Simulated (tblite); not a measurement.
# C2H7ClS2Si: the cost of one run

Computed with tblite 0.8.0 and PySCF 2.14.0, with density-fitted response routines of our own, on a single molecule in the gas phase. Atoms are numbered from 0 throughout.

### Step 1. The starting structure

13 atoms, charge 0, multiplicity 1; geometry from: force field or distance geometry start.

Bonds of the start (Å): C0–S1 1.80, S1–Si2 2.16, Si2–Cl3 2.10, Si2–S4 2.13, S4–C5 1.80, C0–H6 1.11, C0–H7 1.11, C0–H8 1.12, Si2–H9 1.46, C5–H10 1.12, C5–H11 1.12, C5–H12 1.10.

### Step 2. Relaxing the molecule with GFN2-xTB

Job settings and geometry (Å):

```
{"job": {"kind": "relax", "xc": "GFN2-xTB", "basis": "xTB"}, "charge": 0, "multiplicity": 1}
C     -2.961500     0.546200    -0.350800
S     -1.231600     0.702700    -0.830600
Si     0.009300    -0.832800     0.038300
Cl    -0.801900    -2.663700    -0.598800
S      1.982300    -0.726500    -0.766100
C      3.066400     0.363600     0.168100
H     -3.418800    -0.391800    -0.734900
H     -3.117900     0.699500     0.740100
H     -3.529100     1.381600    -0.836000
H     -0.028100    -0.844900     1.498900
H      3.513700    -0.146600     1.060000
H      3.929300     0.615000    -0.494800
H      2.583600     1.298200     0.505100
```

Launch:

```sh
OMP_NUM_THREADS=1 python probes_run.py task.json out
```

This one command runs all jobs of the session in turn.

Q: Estimate the wall time and peak memory of this first job on 1 thread of Arm Neoverse N1, shared host.

About 1.5 s, with a peak of 0.18 GiB.
